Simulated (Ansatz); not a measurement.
# Si8O15: the cost of one run

Program: Ansatz 0.2.0. Level of theory: DFT PBE+D3(BJ), plane waves, PAW, scalar-relativistic, no spin polarisation. These are calculated values, not measurements.

## (1) Starting point

The cell holds 23 atoms (O15Si8): a = 5.833 Å, b = 5.833 Å, c = 5.295 Å, α = 90.00°, β = 90.00°, γ = 90.00°.

The coordinates stand in the first input below.

## (2) Relaxing end A

Contents of input.yaml:

```yaml
crystal:
  lattice:
    - [-4.1246, -4.1246, 0.0]
    - [4.1246, -4.1246, 0.0]
    - [0.0, 0.0, 5.2948]
  atoms:
    - { symbol: Si, position: [0.5086525, 0.5063255, -0.0042593] }
    - { symbol: Si, position: [0.0029177, 0.4999512, 0.2547312] }
    - { symbol: O, position: [0.203619, 0.5021945, 0.0049021] }
    - { symbol: O, position: [0.7942854, 0.5032875, -0.0005776] }
    - { symbol: O, position: [-0.0027535, 0.8111106, 0.2627354] }
    - { symbol: Si, position: [0.5079126, 0.505572, 0.4957941] }
    - { symbol: Si, position: [-0.0043197, 0.5041745, 0.7493371] }
    - { symbol: O, position: [0.1947156, 0.5055812, 0.5022049] }
    - { symbol: O, position: [0.0044253, 0.1939756, 0.7522914] }
    - { symbol: O, position: [0.8011756, 0.5029278, 0.4977528] }
    - { symbol: O, position: [-0.0074612, 0.806297, 0.7504924] }
    - { symbol: Si, position: [0.005932, -0.0036757, 0.0075058] }
    - { symbol: Si, position: [0.5027507, -0.0067982, 0.2472109] }
    - { symbol: O, position: [0.6841774, 0.0142699, 0.0009936] }
    - { symbol: O, position: [0.5084949, 0.6874005, 0.2533202] }
    - { symbol: O, position: [0.3047968, -0.0084153, 0.0063144] }
    - { symbol: O, position: [0.5022287, 0.2979397, 0.2483667] }
    - { symbol: Si, position: [0.0059941, 0.007455, 0.5011201] }
    - { symbol: Si, position: [0.494224, -0.005178, 0.7424738] }
    - { symbol: O, position: [0.6893735, -0.0023335, 0.510992] }
    - { symbol: O, position: [0.5070406, 0.6988406, 0.758931] }
    - { symbol: O, position: [0.2971991, -0.0017761, 0.4993208] }
    - { symbol: O, position: [0.4945576, 0.3062303, 0.7539061] }
total_charge: -2
basis:
  ecutwfc: 420.0
kpoints:
  mp_grid: { grid: [2, 2, 2] }
hamiltonian:
  xc: pbe
  dispersion: d3bj
  pseudopotentials: { kind: paw, azcp: { folder: soft_1 } }
scf:
  occupations: { method: gaussian, width: 0.02 }
  lower_state_search: "off"
relax:
  f_tol: 0.03
  max_steps: 60
  adjacent_minimum: "off"
output:
  write_density: true
  write_potential: true
  elf: true
  volumetric_format: npy
```

The run is started by

```console
ansatz run input.yaml --threads 1 --pin off --max-ram 3072MiB --backend cpu --events-out ev --progress --plain --runs-dir out
```

Q: Estimate wall time and peak memory on 1 thread of Arm Neoverse V2, shared host.

About 2.2 min, with a peak of 0.43 GiB.
